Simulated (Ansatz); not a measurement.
# CuCH3 (singlet): PBE, r2SCAN, PBE0, B3LYP, BHLYP, wB97M-V, B2PLYP, RPA-PBE over displaced geometries, def2-SVP, part 1 of 2

How well do these functionals follow the top wave-function level for CuCH3 (singlet) over displaced geometries?

Computed with Ansatz 0.2.0, Gaussian basis. Level: def2-SVP, all electrons in the functionals, frozen cores in the correlation of double hybrids and RPA.

To be run: PBE, r2SCAN, PBE0, B3LYP, BHLYP, wB97M-V, B2PLYP, RPA-PBE, at charge 0, singlet; displaced geometry v1; displaced geometry v2.

5 further runs of the same task are left out: 2 that didn't finish, 3 set aside as unsound or not needed.

## (1) What is computed

The geometry is a PBE0/def2-TZVP stationary point (not a proven minimum).

5 atoms, charge 0, spin multiplicity 1.

Atoms are counted from 1 here; the program's logs count them from 0.

Bond lengths: Cu1–C2 1.901 Å, C2–H3 1.091 Å, C2–H4 1.091 Å, C2–H5 1.091 Å. Angles: Cu1–C2–H3 108.7°, Cu1–C2–H4 108.7°, Cu1–C2–H5 108.7°, H3–C2–H4 110.2°, H3–C2–H5 110.2°, H4–C2–H5 110.2°.

No dispersion term is added; wB97M-V holds VV10 nonlocal correlation. B3LYP takes the VWN-RPA correlation.

The geometry shown and the zero of energy belong to the point charge 0, singlet. The yardstick, RCCSDT(Q), and other wave-function levels (R restricted, U unrestricted, valence and pair active spaces) come from earlier runs.

## (2) PBE, charge 0, singlet

in.yaml

```yaml
crystal:
  periodic: [false, false, false]
  atoms:
    - {symbol: Cu, position_ang: [-0.377161, 0.002910, 0.002316]}
    - {symbol: C, position_ang: [1.523640, -0.011756, -0.009355]}
    - {symbol: H, position_ang: [1.866198, -1.047900, -0.006366]}
    - {symbol: H, position_ang: [1.883641, 0.506670, 0.880916]}
    - {symbol: H, position_ang: [1.872582, 0.497849, -0.909073]}
basis:
  gaussian: {orbitals: def2-SVP}
hamiltonian: {xc: {name: PBE}}
output: {orbitals: {seedname: orbitals}}
```

Command:

```
> ansatz run in.yaml --threads 1 --pin off --events-out ev --progress --plain --max-ram 2393MiB
```

Output:

```text
Functional definition: PBE
  name "PBE"
  cite "Perdew, Burke & Ernzerhof, Phys. Rev. Lett. 77, 3865 (1996) doi:10.1103/PhysRevLett.77.3865"
  parent pbe
  parameter kappa = 0.804
  parameter beta = 0.06672455060314922
  exchange = pbe_x(kappa = kappa, mu = beta*pi^2/3)
  correlation = pbe_c(beta = beta)
716 factors; their error is unknown
mean field evaluation 1: about -45699.1499 eV, gradient 6.8e1 eV
mean field evaluation 2: about -45634.4203 eV, gradient 2.0e2 eV
mean field evaluation 4: about -45707.3551 eV, gradient 4.5e1 eV
mean field evaluation 8: about -45710.3519 eV, gradient 2.0e-1 eV
mean field evaluation 16: about -45710.3519 eV, gradient 4.9e-5 eV
mean field -45710.35193993 eV, -1679.8244502032 hartree, gradient 4.9e-5 eV, S^2 0.000000; 0 other end points of the search recorded, 0 dependent functions left out
reference -45710.35198223 eV, -1679.8244517577 hartree; 19, 19 occupied and 41, 41 virtual orbitals, 716 factors
Total energy: -45710.35198223 eV, -1679.8244517577 hartree
```

Run time: 0.93 s. Hardware: 1 thread of Arm Neoverse V2, shared host.

## (3) PBE, displaced geometry v1

in.yaml

```yaml
crystal:
  periodic: [false, false, false]
  atoms:
    - {symbol: Cu, position_ang: [-0.375667, 0.005120, 0.005985]}
    - {symbol: C, position_ang: [1.524301, -0.025688, -0.016839]}
    - {symbol: H, position_ang: [1.914823, -1.002522, -0.056463]}
    - {symbol: H, position_ang: [1.829489, 0.489233, 0.860622]}
    - {symbol: H, position_ang: [1.776046, 0.496592, -0.980857]}
basis:
  gaussian: {orbitals: def2-SVP}
hamiltonian: {xc: {name: PBE}}
output: {orbitals: {seedname: orbitals}}
```

Launched as before.

Output:

```text
Functional definition: PBE
  name "PBE"
  cite "Perdew, Burke & Ernzerhof, Phys. Rev. Lett. 77, 3865 (1996) doi:10.1103/PhysRevLett.77.3865"
  parent pbe
  parameter kappa = 0.804
  parameter beta = 0.06672455060314922
  exchange = pbe_x(kappa = kappa, mu = beta*pi^2/3)
  correlation = pbe_c(beta = beta)
716 factors; their error is unknown
mean field evaluation 1: about -45698.8130 eV, gradient 6.9e1 eV
mean field evaluation 2: about -45635.0368 eV, gradient 2.0e2 eV
mean field evaluation 4: about -45707.0575 eV, gradient 4.6e1 eV
mean field evaluation 8: about -45710.2461 eV, gradient 2.1e-1 eV
mean field -45710.24616993 eV, -1679.8205632272 hartree, gradient 3.1e-5 eV, S^2 0.000000; 0 other end points of the search recorded, 0 dependent functions left out
reference -45710.24621230 eV, -1679.8205647842 hartree; 19, 19 occupied and 41, 41 virtual orbitals, 716 factors
Total energy: -45710.24621230 eV, -1679.8205647842 hartree
```

Run time: 0.93 s. Hardware: 1 thread of Arm Neoverse V2, shared host.

From charge 0, singlet: +0.106 eV.

## (4) PBE, displaced geometry v2

in.yaml

```yaml
crystal:
  periodic: [false, false, false]
  atoms:
    - {symbol: Cu, position_ang: [-0.349374, 0.004219, 0.001265]}
    - {symbol: C, position_ang: [1.386552, -0.002073, 0.001188]}
    - {symbol: H, position_ang: [1.805731, -1.070641, -0.004004]}
    - {symbol: H, position_ang: [1.906282, 0.428659, 0.901492]}
    - {symbol: H, position_ang: [1.792165, 0.400705, -0.991380]}
basis:
  gaussian: {orbitals: def2-SVP}
hamiltonian: {xc: {name: PBE}}
output: {orbitals: {seedname: orbitals}}
```

Same command.

Output:

```text
Functional definition: PBE
  name "PBE"
  cite "Perdew, Burke & Ernzerhof, Phys. Rev. Lett. 77, 3865 (1996) doi:10.1103/PhysRevLett.77.3865"
  parent pbe
  parameter kappa = 0.804
  parameter beta = 0.06672455060314922
  exchange = pbe_x(kappa = kappa, mu = beta*pi^2/3)
  correlation = pbe_c(beta = beta)
716 factors; their error is unknown
mean field evaluation 1: about -45699.1695 eV, gradient 6.8e1 eV
mean field evaluation 2: about -45639.0866 eV, gradient 2.0e2 eV
mean field evaluation 4: about -45708.0960 eV, gradient 3.7e1 eV
mean field evaluation 8: about -45710.0842 eV, gradient 2.2e-1 eV
mean field evaluation 16: about -45710.0843 eV, gradient 1.1e-5 eV
mean field -45710.08426022 eV, -1679.8146131552 hartree, gradient 1.1e-5 eV, S^2 0.000000; 0 other end points of the search recorded, 0 dependent functions left out
reference -45710.08430150 eV, -1679.8146146723 hartree; 19, 19 occupied and 41, 41 virtual orbitals, 716 factors
Total energy: -45710.08430150 eV, -1679.8146146723 hartree
```

Wall time 1.1 s (1 thread of Arm Neoverse V2, shared host).

From charge 0, singlet: +0.268 eV.

## (5) r2SCAN, charge 0, singlet

in.yaml

```yaml
crystal:
  periodic: [false, false, false]
  atoms:
    - {symbol: Cu, position_ang: [-0.377161, 0.002910, 0.002316]}
    - {symbol: C, position_ang: [1.523640, -0.011756, -0.009355]}
    - {symbol: H, position_ang: [1.866198, -1.047900, -0.006366]}
    - {symbol: H, position_ang: [1.883641, 0.506670, 0.880916]}
    - {symbol: H, position_ang: [1.872582, 0.497849, -0.909073]}
basis:
  gaussian: {orbitals: def2-SVP}
hamiltonian: {xc: {name: r2SCAN}}
output: {forces: true}
```

Same command.

Output (excerpt; [...] marks lines left out):

```text
Functional definition: r2SCAN
  name "r2SCAN"
  cite "Furness, Kaplan, Ning, Perdew & Sun, J. Phys. Chem. Lett. 11, 8208 (2020) doi:10.1021/acs.jpclett.0c02405"
  cite "Furness, Kaplan, Ning, Perdew & Sun, J. Phys. Chem. Lett. 11, 9248 (2020) doi:10.1021/acs.jpclett.0c03077"
  parent r2scan
[...]
716 factors; their error is unknown
[...]
mean field -45717.51956784 eV, -1680.0878556705 hartree, gradient 5.5e-6 eV, S^2 0.000000; 0 other end points of the search recorded, 0 dependent functions left out
[...]
reference -45717.51958178 eV, -1680.0878561825 hartree; 19, 19 occupied and 41, 41 virtual orbitals, 716 factors
Total energy: -45717.51958178 eV, -1680.0878561825 hartree
Atom 0 at    -0.377161     0.002910     0.002316 Å, force     0.402215    -0.003104    -0.002470 eV/Å
Atom 1 at     1.523640    -0.011756    -0.009355 Å, force    -0.738311     0.005690     0.004533 eV/Å
Atom 2 at     1.866198    -1.047900    -0.006366 Å, force     0.109423    -0.340059     0.001000 eV/Å
Atom 3 at     1.883641     0.506670     0.880916 Å, force     0.115152     0.170184     0.292228 eV/Å
Atom 4 at     1.872582     0.497849    -0.909073 Å, force     0.111522     0.167289    -0.295291 eV/Å
Dipole moment:    -0.396207     0.003056     0.002433 e Å
```

It took 2.8 s on 1 thread of Arm Neoverse V2, shared host.

## (6) r2SCAN, displaced geometry v1

in.yaml

```yaml
crystal:
  periodic: [false, false, false]
  atoms:
    - {symbol: Cu, position_ang: [-0.375667, 0.005120, 0.005985]}
    - {symbol: C, position_ang: [1.524301, -0.025688, -0.016839]}
    - {symbol: H, position_ang: [1.914823, -1.002522, -0.056463]}
    - {symbol: H, position_ang: [1.829489, 0.489233, 0.860622]}
    - {symbol: H, position_ang: [1.776046, 0.496592, -0.980857]}
basis:
  gaussian: {orbitals: def2-SVP}
hamiltonian: {xc: {name: r2SCAN}}
```

Launched as before.

Output:

```text
Functional definition: r2SCAN
  name "r2SCAN"
  cite "Furness, Kaplan, Ning, Perdew & Sun, J. Phys. Chem. Lett. 11, 8208 (2020) doi:10.1021/acs.jpclett.0c02405"
  cite "Furness, Kaplan, Ning, Perdew & Sun, J. Phys. Chem. Lett. 11, 9248 (2020) doi:10.1021/acs.jpclett.0c03077"
  parent r2scan
  parameter k0 = 0.174
  parameter k1 = 0.065
  parameter a1 = 4.9479
  exchange = r2scan_x(k0 = k0, k1 = k1, a1 = a1)
  correlation = r2scan_c
716 factors; their error is unknown
mean field evaluation 1: about -45707.2861 eV, gradient 6.7e1 eV
mean field evaluation 2: about -45649.2913 eV, gradient 2.1e2 eV
mean field evaluation 4: about -45716.1060 eV, gradient 2.9e1 eV
mean field evaluation 8: about -45717.4494 eV, gradient 1.3e-1 eV
mean field evaluation 16: about -45717.4193 eV, gradient 4.8e-5 eV
mean field -45717.41930476 eV, -1680.0841710700 hartree, gradient 2.0e-5 eV, S^2 0.000000; 0 other end points of the search recorded, 0 dependent functions left out
reference -45717.41931870 eV, -1680.0841715825 hartree; 19, 19 occupied and 41, 41 virtual orbitals, 716 factors
Total energy: -45717.41931870 eV, -1680.0841715825 hartree
```

It took 2.5 s on 1 thread of Arm Neoverse V2, shared host.

From charge 0, singlet: +0.100 eV.

## (7) r2SCAN, displaced geometry v2

in.yaml

```yaml
crystal:
  periodic: [false, false, false]
  atoms:
    - {symbol: Cu, position_ang: [-0.349374, 0.004219, 0.001265]}
    - {symbol: C, position_ang: [1.386552, -0.002073, 0.001188]}
    - {symbol: H, position_ang: [1.805731, -1.070641, -0.004004]}
    - {symbol: H, position_ang: [1.906282, 0.428659, 0.901492]}
    - {symbol: H, position_ang: [1.792165, 0.400705, -0.991380]}
basis:
  gaussian: {orbitals: def2-SVP}
hamiltonian: {xc: {name: r2SCAN}}
```

Same command.

Output:

```text
Functional definition: r2SCAN
  name "r2SCAN"
  cite "Furness, Kaplan, Ning, Perdew & Sun, J. Phys. Chem. Lett. 11, 8208 (2020) doi:10.1021/acs.jpclett.0c02405"
  cite "Furness, Kaplan, Ning, Perdew & Sun, J. Phys. Chem. Lett. 11, 9248 (2020) doi:10.1021/acs.jpclett.0c03077"
  parent r2scan
  parameter k0 = 0.174
  parameter k1 = 0.065
  parameter a1 = 4.9479
  exchange = r2scan_x(k0 = k0, k1 = k1, a1 = a1)
  correlation = r2scan_c
716 factors; their error is unknown
mean field evaluation 1: about -45707.5787 eV, gradient 6.6e1 eV
mean field evaluation 2: about -45652.8001 eV, gradient 2.0e2 eV
mean field evaluation 4: about -45716.4062 eV, gradient 2.3e1 eV
mean field evaluation 8: about -45717.2461 eV, gradient 2.2e-1 eV
mean field evaluation 16: about -45717.2462 eV, gradient 1.4e-5 eV
mean field -45717.24618141 eV, -1680.0778089042 hartree, gradient 1.4e-5 eV, S^2 0.000000; 0 other end points of the search recorded, 0 dependent functions left out
reference -45717.24619476 eV, -1680.0778093949 hartree; 19, 19 occupied and 41, 41 virtual orbitals, 716 factors
Total energy: -45717.24619476 eV, -1680.0778093949 hartree
```

Wall time 2.3 s (1 thread of Arm Neoverse V2, shared host).

From charge 0, singlet: +0.273 eV.

## (8) PBE0, charge 0, singlet

in.yaml

```yaml
crystal:
  periodic: [false, false, false]
  atoms:
    - {symbol: Cu, position_ang: [-0.377161, 0.002910, 0.002316]}
    - {symbol: C, position_ang: [1.523640, -0.011756, -0.009355]}
    - {symbol: H, position_ang: [1.866198, -1.047900, -0.006366]}
    - {symbol: H, position_ang: [1.883641, 0.506670, 0.880916]}
    - {symbol: H, position_ang: [1.872582, 0.497849, -0.909073]}
basis:
  gaussian: {orbitals: def2-SVP}
hamiltonian: {xc: {name: PBE0}}
output: {forces: true, orbitals: {seedname: orbitals}}
```

Launched as before.

Output (excerpt; [...] marks lines left out):

```text
Functional definition: PBE0
  name "PBE0"
  cite "Adamo & Barone, J. Chem. Phys. 110, 6158 (1999) doi:10.1063/1.478522"
  cite "Perdew, Burke & Ernzerhof, Phys. Rev. Lett. 77, 3865 (1996) doi:10.1103/PhysRevLett.77.3865"
  parent pbe
[...]
652 factors; integrals over basis functions are off by at most 1.2e-3 eV
[...]
mean field -45710.63467392 eV, -1679.8348404855 hartree, gradient 3.5e-5 eV, S^2 0.000000; 0 other end points of the search recorded, 0 dependent functions left out
[...]
reference -45710.63470394 eV, -1679.8348415889 hartree; 19, 19 occupied and 41, 41 virtual orbitals, 652 factors
Total energy: -45710.63470394 eV, -1679.8348415889 hartree
Atom 0 at    -0.377161     0.002910     0.002316 Å, force     0.082583    -0.000637    -0.000507 eV/Å
Atom 1 at     1.523640    -0.011756    -0.009355 Å, force    -0.476513     0.003671     0.002926 eV/Å
Atom 2 at     1.866198    -1.047900    -0.006366 Å, force     0.129052    -0.294747     0.000655 eV/Å
Atom 3 at     1.883641     0.506670     0.880916 Å, force     0.134011     0.147110     0.252853 eV/Å
Atom 4 at     1.872582     0.497849    -0.909073 Å, force     0.130868     0.144603    -0.255927 eV/Å
Dipole moment:    -0.462270     0.003567     0.002838 e Å
```

It took 1.7 s on 1 thread of Arm Neoverse V2, shared host.

The fields below are evaluated on a grid from the run's orbitals.

Frontier orbitals at PBE0/def2-SVP, with the share of their density that lies nearest to each atom:

| orbital | energy (eV) | lies on |
| --- | --- | --- |
| HOMO-1 | -7.04 | Cu1 100 % |
| HOMO | -5.85 | Cu1 73 %; C2 14 % |
| LUMO | -1.37 | Cu1 76 %; C2 13 % |

ELF in a plane through or near 3 of the atoms.

Ten even steps from '0' (0.00) to '9' (1.00):
```
0000000000000000000000000000
0000000000000000000000000000
0000000000000000000000000000
0000000010000013320000000000
0000011121000168874000000000
0000000111101499998300000000
0000000111112699999300000000
0000001121124799998200000000
0000001454127668875100000000
0000002646327463653100000000
0000002666227453542100000000
0000001454126545642000000000
0000001121124444321000000000
0000000111111111100000000000
0000000111110000000000000000
0000001112100000000000000000
0000000010000000000000000000
0000000000000000000000000000
0000000000000000000000000000
0000000000000000000000000000
```
The map spans 8.7 Å across and 7.3 Å up, centred on the molecule. Atoms in the plane (x, y in Å): Cu1 (-1.7, 0.0), C2 (0.2, 0.0), H3 (0.5, 1.0).

On the surface of density 0.002 e/bohr³ the electrostatic potential runs, from the 1st to the 99th percentile, from -0.70 to 2.93 V.

## (9) PBE0, displaced geometry v1

in.yaml

```yaml
crystal:
  periodic: [false, false, false]
  atoms:
    - {symbol: Cu, position_ang: [-0.375667, 0.005120, 0.005985]}
    - {symbol: C, position_ang: [1.524301, -0.025688, -0.016839]}
    - {symbol: H, position_ang: [1.914823, -1.002522, -0.056463]}
    - {symbol: H, position_ang: [1.829489, 0.489233, 0.860622]}
    - {symbol: H, position_ang: [1.776046, 0.496592, -0.980857]}
basis:
  gaussian: {orbitals: def2-SVP}
hamiltonian: {xc: {name: PBE0}}
output: {orbitals: {seedname: orbitals}}
```

The command is unchanged.

Output:

```text
Functional definition: PBE0
  name "PBE0"
  cite "Adamo & Barone, J. Chem. Phys. 110, 6158 (1999) doi:10.1063/1.478522"
  cite "Perdew, Burke & Ernzerhof, Phys. Rev. Lett. 77, 3865 (1996) doi:10.1103/PhysRevLett.77.3865"
  parent pbe
  parameter a = 0.25
  parameter kappa = 0.804
  parameter beta = 0.06672455060314922
  exchange = (1 - a)*pbe_x(kappa = kappa, mu = beta*pi^2/3) + a*exact_x
  correlation = pbe_c(beta = beta)
646 factors; integrals over basis functions are off by at most 1.3e-3 eV
mean field evaluation 1: about -45702.6178 eV, gradient 6.1e1 eV
mean field evaluation 2: about -45679.4076 eV, gradient 1.4e2 eV
mean field evaluation 4: about -45710.2355 eV, gradient 1.0e1 eV
mean field evaluation 8: about -45710.5312 eV, gradient 1.4e-1 eV
mean field evaluation 16: about -45710.5312 eV, gradient 9.4e-6 eV
mean field -45710.53121122 eV, -1679.8310383014 hartree, gradient 9.8e-6 eV, S^2 0.000000; 0 other end points of the search recorded, 0 dependent functions left out
reference -45710.53124135 eV, -1679.8310394086 hartree; 19, 19 occupied and 41, 41 virtual orbitals, 646 factors
Total energy: -45710.53124135 eV, -1679.8310394086 hartree
```

Wall time 1.4 s (1 thread of Arm Neoverse V2, shared host).

From charge 0, singlet: +0.103 eV.

## (10) PBE0, displaced geometry v2

in.yaml

```yaml
crystal:
  periodic: [false, false, false]
  atoms:
    - {symbol: Cu, position_ang: [-0.349374, 0.004219, 0.001265]}
    - {symbol: C, position_ang: [1.386552, -0.002073, 0.001188]}
    - {symbol: H, position_ang: [1.805731, -1.070641, -0.004004]}
    - {symbol: H, position_ang: [1.906282, 0.428659, 0.901492]}
    - {symbol: H, position_ang: [1.792165, 0.400705, -0.991380]}
basis:
  gaussian: {orbitals: def2-SVP}
hamiltonian: {xc: {name: PBE0}}
output: {orbitals: {seedname: orbitals}}
```

Launched as before.

Output:

```text
Functional definition: PBE0
  name "PBE0"
  cite "Adamo & Barone, J. Chem. Phys. 110, 6158 (1999) doi:10.1063/1.478522"
  cite "Perdew, Burke & Ernzerhof, Phys. Rev. Lett. 77, 3865 (1996) doi:10.1103/PhysRevLett.77.3865"
  parent pbe
  parameter a = 0.25
  parameter kappa = 0.804
  parameter beta = 0.06672455060314922
  exchange = (1 - a)*pbe_x(kappa = kappa, mu = beta*pi^2/3) + a*exact_x
  correlation = pbe_c(beta = beta)
650 factors; integrals over basis functions are off by at most 1.1e-3 eV
mean field evaluation 1: about -45702.6583 eV, gradient 6.1e1 eV
mean field evaluation 2: about -45677.0663 eV, gradient 1.5e2 eV
mean field evaluation 4: about -45710.0400 eV, gradient 9.8e0 eV
mean field evaluation 8: about -45710.3006 eV, gradient 1.1e-1 eV
mean field evaluation 16: about -45710.3007 eV, gradient 5.4e-5 eV
mean field -45710.30066536 eV, -1679.8225658974 hartree, gradient 5.4e-5 eV, S^2 0.000000; 0 other end points of the search recorded, 0 dependent functions left out
reference -45710.30069470 eV, -1679.8225669755 hartree; 19, 19 occupied and 41, 41 virtual orbitals, 650 factors
Total energy: -45710.30069470 eV, -1679.8225669755 hartree
```

Run time: 1.4 s. Hardware: 1 thread of Arm Neoverse V2, shared host.

From charge 0, singlet: +0.334 eV.

## (11) B3LYP, charge 0, singlet

in.yaml

```yaml
crystal:
  periodic: [false, false, false]
  atoms:
    - {symbol: Cu, position_ang: [-0.377161, 0.002910, 0.002316]}
    - {symbol: C, position_ang: [1.523640, -0.011756, -0.009355]}
    - {symbol: H, position_ang: [1.866198, -1.047900, -0.006366]}
    - {symbol: H, position_ang: [1.883641, 0.506670, 0.880916]}
    - {symbol: H, position_ang: [1.872582, 0.497849, -0.909073]}
basis:
  gaussian: {orbitals: def2-SVP}
hamiltonian: {xc: {name: B3LYP}}
```

Same command.

Output (excerpt; [...] marks lines left out):

```text
Functional definition: B3LYP
  name "B3LYP"
  cite "Stephens, Devlin, Chabalowski & Frisch, J. Phys. Chem. 98, 11623 (1994) doi:10.1021/j100096a001"
  cite "Becke, Phys. Rev. A 38, 3098 (1988) doi:10.1103/PhysRevA.38.3098"
  cite "Lee, Yang & Parr, Phys. Rev. B 37, 785 (1988) doi:10.1103/PhysRevB.37.785"
  cite "Vosko, Wilk & Nusair, Can. J. Phys. 58, 1200 (1980) doi:10.1139/p80-159"
[...]
652 factors; integrals over basis functions are off by at most 1.2e-3 eV
[...]
mean field -45720.13979345 eV, -1680.1841471855 hartree, gradient 8.2e-5 eV, S^2 0.000000; 0 other end points of the search recorded, 0 dependent functions left out
reference -45720.13999877 eV, -1680.1841547307 hartree; 19, 19 occupied and 41, 41 virtual orbitals, 652 factors
Total energy: -45720.13999877 eV, -1680.1841547307 hartree
```

It took 1.4 s on 1 thread of Arm Neoverse V2, shared host.

## (12) B3LYP, displaced geometry v1

in.yaml

```yaml
crystal:
  periodic: [false, false, false]
  atoms:
    - {symbol: Cu, position_ang: [-0.375667, 0.005120, 0.005985]}
    - {symbol: C, position_ang: [1.524301, -0.025688, -0.016839]}
    - {symbol: H, position_ang: [1.914823, -1.002522, -0.056463]}
    - {symbol: H, position_ang: [1.829489, 0.489233, 0.860622]}
    - {symbol: H, position_ang: [1.776046, 0.496592, -0.980857]}
basis:
  gaussian: {orbitals: def2-SVP}
hamiltonian: {xc: {name: B3LYP}}
```

The command is unchanged.

Output (excerpt; [...] marks lines left out):

```text
Functional definition: B3LYP
  name "B3LYP"
  cite "Stephens, Devlin, Chabalowski & Frisch, J. Phys. Chem. 98, 11623 (1994) doi:10.1021/j100096a001"
  cite "Becke, Phys. Rev. A 38, 3098 (1988) doi:10.1103/PhysRevA.38.3098"
  cite "Lee, Yang & Parr, Phys. Rev. B 37, 785 (1988) doi:10.1103/PhysRevB.37.785"
  cite "Vosko, Wilk & Nusair, Can. J. Phys. 58, 1200 (1980) doi:10.1139/p80-159"
[...]
646 factors; integrals over basis functions are off by at most 1.3e-3 eV
[...]
mean field -45720.03916578 eV, -1680.1804491867 hartree, gradient 3.0e-5 eV, S^2 0.000000; 0 other end points of the search recorded, 0 dependent functions left out
reference -45720.03937137 eV, -1680.1804567423 hartree; 19, 19 occupied and 41, 41 virtual orbitals, 646 factors
Total energy: -45720.03937137 eV, -1680.1804567423 hartree
```

It took 1.4 s on 1 thread of Arm Neoverse V2, shared host.

From charge 0, singlet: +0.101 eV.

## (13) B3LYP, displaced geometry v2

in.yaml

```yaml
crystal:
  periodic: [false, false, false]
  atoms:
    - {symbol: Cu, position_ang: [-0.349374, 0.004219, 0.001265]}
    - {symbol: C, position_ang: [1.386552, -0.002073, 0.001188]}
    - {symbol: H, position_ang: [1.805731, -1.070641, -0.004004]}
    - {symbol: H, position_ang: [1.906282, 0.428659, 0.901492]}
    - {symbol: H, position_ang: [1.792165, 0.400705, -0.991380]}
basis:
  gaussian: {orbitals: def2-SVP}
hamiltonian: {xc: {name: B3LYP}}
```

Launched as before.

Output (excerpt; [...] marks lines left out):

```text
Functional definition: B3LYP
  name "B3LYP"
  cite "Stephens, Devlin, Chabalowski & Frisch, J. Phys. Chem. 98, 11623 (1994) doi:10.1021/j100096a001"
  cite "Becke, Phys. Rev. A 38, 3098 (1988) doi:10.1103/PhysRevA.38.3098"
  cite "Lee, Yang & Parr, Phys. Rev. B 37, 785 (1988) doi:10.1103/PhysRevB.37.785"
  cite "Vosko, Wilk & Nusair, Can. J. Phys. 58, 1200 (1980) doi:10.1139/p80-159"
[...]
650 factors; integrals over basis functions are off by at most 1.1e-3 eV
[...]
mean field -45719.78232553 eV, -1680.1710104816 hartree, gradient 2.4e-5 eV, S^2 0.000000; 0 other end points of the search recorded, 0 dependent functions left out
reference -45719.78252863 eV, -1680.1710179456 hartree; 19, 19 occupied and 41, 41 virtual orbitals, 650 factors
Total energy: -45719.78252863 eV, -1680.1710179456 hartree
```

It took 1.4 s on 1 thread of Arm Neoverse V2, shared host.

From charge 0, singlet: +0.357 eV.

(Continued in part 2 of 2.)
